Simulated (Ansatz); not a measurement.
What does this script print? It uses the Ansatz DFT code, driven from Python.

Input file `c4h7bo.xyz`:
```text
13

C     2.88770   -0.72760    0.54780
C     1.63960   -0.08920    0.12950
C     0.61120    0.43630   -0.21500
B    -0.69980    1.10380   -0.65270
O    -1.78770    0.29290   -1.22420
C    -2.66800   -0.07060   -0.18750
H     3.74810   -0.11150    0.21470
H     2.95760   -1.73700    0.09280
H     2.90420   -0.81860    1.65340
H    -0.80480    2.27950   -0.60130
H    -2.16250   -0.70400    0.57820
H    -3.13670    0.82310    0.28650
H    -3.48870   -0.67740   -0.62240
```

Script `c4h7bo_disp.py`:
```python
'''Dispersion corrections for C4H7BO.'''

import ansatz as az


def main() -> None:
    molecule = az.Crystal.molecule_from_extxyz('c4h7bo.xyz')

    model = molecule.calculation().basis(gaussian='def2-SVP')
    for name in ['b3lyp', 'blyp']:
        for correction in ('d3bj', 'd4'):
            r = model.functional(name, dispersion=correction).run().report
            print(f'{name:8s} {correction:5s} total {r["free_energy_ev"]:.5f} eV, of which dispersion {1000 * r["dispersion"]["energy"]["ev"]:.2f} meV')


if __name__ == '__main__':
    main()
```

```console
$ python c4h7bo_disp.py
b3lyp    d3bj  total -6979.69690 eV, of which dispersion -376.20 meV
b3lyp    d4    total -6979.65971 eV, of which dispersion -339.01 meV
blyp     d3bj  total -6976.60390 eV, of which dispersion -461.87 meV
blyp     d4    total -6976.61533 eV, of which dispersion -473.30 meV
```

Caveats:
- Total energies depend on the basis set; only differences at equal settings carry meaning.
- The geometry is a force-field or estimated start, not a minimum of this method, and the basis set is short of its limit. D4 holds the three-body term, and d3bj doesn't.
- b3lyp holds the VWN-RPA fit, as in Gaussian; the form of ORCA and Turbomole is b3lyp5.
- The whole script took 14 s on 1 thread of Arm Neoverse V2, on a shared host, peak memory 0.26 GiB.
